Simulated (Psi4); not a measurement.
**GeSe (Germanium monoselenide): wB97X-D/def2-SVPD (density fitting, sweep point 1)**

We compute energy and gradient of GeSe (Germanium monoselenide). Input form: a Python script.

The calculation is run with Psi4 1.11.

3 further runs of the same task are left out: 3 set aside as unsound or not needed.

### 1 The molecule

The species is GeSe (2 atoms), meant as a singlet with charge 0. SMILES: `[Ge-]#[Se+]`. The bond length is the measured one.

Bond lengths: Ge1–Se2 2.135 Å.

### 2 Energy and gradient at wB97X-D/def2-SVPD (density fitting, sweep point 1)

job.py reads:

```python
import psi4

psi4.set_memory('1600 MB')
psi4.set_num_threads(1)
psi4.core.set_output_file('psi4.out', False)

molecule = psi4.geometry("""
Ge     0.000000     0.000000     0.000000
Se     0.000000     0.000000     2.134629
symmetry c1
""")

psi4.set_options({
    'basis': 'def2-SVPD',
    'reference': 'rks',
    'scf_type': 'df',
    'guess': 'sad',
})

result = psi4.gradient('wb97x-d', molecule=molecule)
print('gradient / Eh bohr^-1')
print(result.np.round(6))
```

Run with:

```
$ python job.py
```

psi4.out:

```text
[...]
  Running in c1 symmetry.
[...]
  Nuclear repulsion =  269.716566770600423
[...]
  Multiplicity = 1
[...]
  Nalpha       = 33
  Nbeta        = 33
[...]
    Number of basis functions: 79
[...]
   @DF-RKS iter   1: -4476.59426393986087   -4.72515e+00   3.60752e-02 DIIS/ADIIS
[...]
   @DF-RKS iter  12: -4478.16146627444323   -5.45697e-12   2.18205e-09 DIIS
[...]
    Orbital Energies [Eh]
    ---------------------
    Doubly Occupied:
       1A   -454.092942     2A   -398.994774     3A    -58.211819
       4A    -52.254463     5A    -52.254463     6A    -52.254269
       7A    -49.968813     8A    -44.480707     9A    -44.480707
      10A    -44.478233    11A     -7.925646    12A     -6.369836
      13A     -5.861075    14A     -5.860194    15A     -5.860194
      16A     -4.537252    17A     -4.537252    18A     -4.530117
      19A     -2.203857    20A     -2.202653    21A     -2.202653
      22A     -2.201935    23A     -2.201912    24A     -1.348515
      25A     -1.348506    26A     -1.343620    27A     -1.343045
      28A     -1.343045    29A     -0.783013    30A     -0.542604
      31A     -0.350772    32A     -0.344964    33A     -0.344964
[...]
  @DF-RKS Final Energy: -4478.16146627444323
   => Energetics <=
    Nuclear Repulsion Energy =            269.7165667706004228
    One-Electron Energy =               -6776.0610306365579163
    Two-Electron Energy =                2152.6651137139401726
    DFT Exchange-Correlation Energy =    -124.4820898250801378
    Empirical Dispersion Energy =          -0.0000262973454231
    VV10 Nonlocal Energy =                  0.0000000000000000
    Total Energy =                      -4478.1614662744423185
[...]
 Multipole Moments:
 ------------------------------------------------------------------------------------
     Multipole            Electronic (a.u.)      Nuclear  (a.u.)        Total (a.u.)
 ------------------------------------------------------------------------------------
 L = 1.  Multiply by 2.5417464519 to convert [e a0] to [Debye]
 Dipole X            :         -0.0000000            0.0000000           -0.0000000
 Dipole Y            :         -0.0000000            0.0000000           -0.0000000
 Dipole Z            :          0.3660081           -1.1539755           -0.7879674
 Magnitude           :                                                    0.7879674
[...]
  -Total Gradient:
     Atom            X                  Y                   Z
    ------   -----------------  -----------------  -----------------
       1       -0.000000000026    -0.000000000005     0.001110039534
       2        0.000000000023     0.000000000006    -0.001173622502
[...]
```

The script printed:

```text
gradient / Eh bohr^-1
[[-0.       -0.        0.00111 ]
 [ 0.        0.       -0.001174]]
```

Wall time 8.1 s (1 thread of Intel Xeon Platinum 8259CL at 2.50GHz (Skylake/Cascade Lake), shared host); peak memory 0.36 GiB.

### 3 Results

Level: wB97X-D/def2-SVPD (density fitting, sweep point 1).

```
                quantity           value
            total energy  -4478.16147 Eh
           dipole moment          2.00 D
             HOMO energy        -9.39 eV
             LUMO energy        -0.83 eV
           HOMO–LUMO gap         8.56 eV
       dispersion energy    -0.07 kJ/mol
largest force on an atom      0.060 eV/Å
```
